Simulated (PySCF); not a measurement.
# C8H12: the cost of one run

Computed with PySCF 2.14.0 and routines of our own; the level stands in each step. Atoms count from 0.

## (1) The system as given

20 atoms, charge 0, multiplicity 1; geometry from: GFN2-xTB.

## (2) Magnetic properties: GIAO PBE/pcSseg-1

Job settings and geometry (Å):

```
{"job": {"kind": "mag", "xc": "PBE", "basis": "pcSseg-1", "isotopologues": 2}, "charge": 0, "multiplicity": 1}
C      3.061342     0.685083    -0.690968
C      2.014786     0.384265    -0.194004
C      0.740611     0.007196     0.379333
C      0.506836    -1.522850     0.329622
C     -0.750926    -1.723270    -0.520612
C     -1.530849    -0.426791    -0.330227
C     -0.442049     0.645249    -0.387780
C     -0.864926     1.986446     0.191935
H      3.982551     0.949442    -1.117283
H      0.721349     0.351038     1.418980
H      0.346494    -1.906236     1.337760
H      1.367570    -2.040741    -0.092582
H     -1.314654    -2.605199    -0.218172
H     -0.479837    -1.834637    -1.571831
H     -2.297241    -0.280274    -1.090400
H     -2.009754    -0.416280     0.651200
H     -0.143125     0.788610    -1.431714
H     -1.706388     2.393200    -0.364936
H     -0.042878     2.697302     0.139897
H     -1.164063     1.879126     1.233292
```

With the program's defaults for keys left out, this is: GIAO PBE/pcSseg-1 magnetisability, rotational g tensor and spin-rotation constants, non-relativistic, gas phase.

Launch:

```sh
OMP_NUM_THREADS=1 python excited_run.py task.json out
```

The driver reads the jobs from task.json and runs them one after another.

Q: Estimate the wall time and peak memory of this first job on 1 thread of Arm Neoverse V1, shared host.

About 68 s, with a peak of 0.74 GiB.
